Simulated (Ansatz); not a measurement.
# AlBGeH₄: up Jacob's ladder to CCSD(T)

One table from this session's results is given with a row withheld; the runs are named, their logs left out.

Program: Ansatz 0.2.0, Gaussian basis. Level of theory: functionals in def2-TZVPP, the program's frozen cores in correlated methods. These are calculated values, not measurements.

The runs, in order: LDA (SPW92), PBE-D4, revPBE-D4, BLYP-D4, r2SCAN-D4, B97M-V, PBE0-D4, B3LYP-D4, r2SCANh-D4, r2SCAN0-D4, HSE06-D4, BHLYP-D4, CAM-B3LYP-D4, LC-ωPBE, ωB97X-V, ωB97M-V, B2PLYP, PBE-QIDH; CCSD(T)/def2-SVP; CCSD(T)/def2-TZVPP; MP2/def2-QZVPP; extrapolation to the limit; RPA on PBE.

## Structure used throughout

All runs share one geometry, relaxed beforehand with PBE0-D4 in a triple-zeta def2 set.

SMILES `[BH]1[AlH][GeH2]1`, 7 atoms, charge 0, spin multiplicity 1.

Atoms are counted from 1 here; the program's logs count them from 0.

Bond lengths: B1–Al2 1.999 Å, B1–Ge3 1.920 Å, B1–H4 1.185 Å, Al2–Ge3 2.491 Å, Al2–H5 1.580 Å, Ge3–H6 1.535 Å, Ge3–H7 1.658 Å. Angles: Al2–B1–Ge3 78.9°, Al2–B1–H4 149.6°, Ge3–B1–H4 131.5°, B1–Al2–Ge3 49.1°, B1–Al2–H5 168.5°, Ge3–Al2–H5 142.3°, B1–Ge3–Al2 52.0°, B1–Ge3–H6 160.0°, B1–Ge3–H7 100.1°, Al2–Ge3–H6 148.1°, Al2–Ge3–H7 48.1°, H6–Ge3–H7 99.9°.

Set-up of the first run:

Input file in.yaml:

```yaml
crystal:
  periodic: [false, false, false]
  atoms:
    - {symbol: B, position_ang: [-1.211160, -0.446663, -0.363151]}
    - {symbol: Al, position_ang: [0.514383, 0.058789, -1.236553]}
    - {symbol: Ge, position_ang: [-0.150554, 0.032689, 1.163565]}
    - {symbol: H, position_ang: [-2.329094, -0.827834, -0.454529]}
    - {symbol: H, position_ang: [1.727267, 0.385924, -2.194659]}
    - {symbol: H, position_ang: [0.241179, 0.283334, 2.626935]}
    - {symbol: H, position_ang: [1.269277, 0.445760, 0.412595]}
basis:
  gaussian: {orbitals: def2-TZVPP}
hamiltonian: {xc: lda}
output: {orbitals: {seedname: orbitals}}
```

Command:

```console
$ ansatz run in.yaml --threads 2 --pin off --events-out ev --progress --plain --max-ram 4352MiB
```

Steps of the session up to this table: LDA; PBE-D4 (GGA); revPBE-D4 (GGA); BLYP-D4 (GGA); r2SCAN-D4 (meta-GGA); B97M-V (meta-GGA); PBE0-D4 (hybrid); B3LYP-D4 (hybrid); r2SCANh-D4 (hybrid); r2SCAN0-D4 (hybrid); HSE06-D4 (hybrid); BHLYP-D4 (hybrid); CAM-B3LYP-D4 (range-separated); LC-ωPBE (range-separated); ωB97X-V (range-separated); ωB97M-V (range-separated); B2PLYP (double hybrid); PBE-QIDH (double hybrid).

One of the session's tables, all rows but one given; the rest of the session is left out.

It belongs to the step «Frontier levels by functional». 

| functional | HOMO (eV) | LUMO (eV) | gap (eV) |
| --- | --- | --- | --- |
| LDA (SPW92) | -5.62 | -2.35 | 3.27 |
| PBE-D4 | -5.45 | -2.15 | 3.31 |
| revPBE-D4 | -5.39 | -2.07 | 3.33 |
| BLYP-D4 | -5.23 | -2.00 | 3.23 |
| r2SCAN-D4 | -5.63 | -1.98 | 3.65 |
| B97M-V | -5.53 | -1.95 | 3.58 |
| PBE0-D4 | -6.23 | -1.42 | 4.81 |
| B3LYP-D4 | -6.01 | -1.58 | 4.43 |
| r2SCANh-D4 | -5.92 | -1.72 | 4.20 |
| r2SCAN0-D4 | -6.36 | -1.34 | 5.02 |
| HSE06-D4 | -5.85 | -1.79 | 4.06 |
| BHLYP-D4 | ? | ? | ? |
| CAM-B3LYP-D4 | -7.25 | -0.46 | 6.79 |
| LC-ωPBE | -8.45 | 0.49 | 8.93 |
| ωB97X-V | -8.17 | 0.44 | 8.61 |
| ωB97M-V | -8.10 | 0.27 | 8.37 |

**Question.** Estimate the row for BHLYP-D4.

Worked estimate for «HOMO (eV)». Against the share of exact exchange, BLYP-D4 (0, -5.23), B3LYP-D4 (0.2, -6.01) give a slope of -3.90 per unit share; at 0.5 the line stands at -7.18.

**Answer.** HOMO (eV): -6.78; LUMO (eV): -0.60; gap (eV): 6.18. In «HOMO (eV)» the line misses by -0.40.
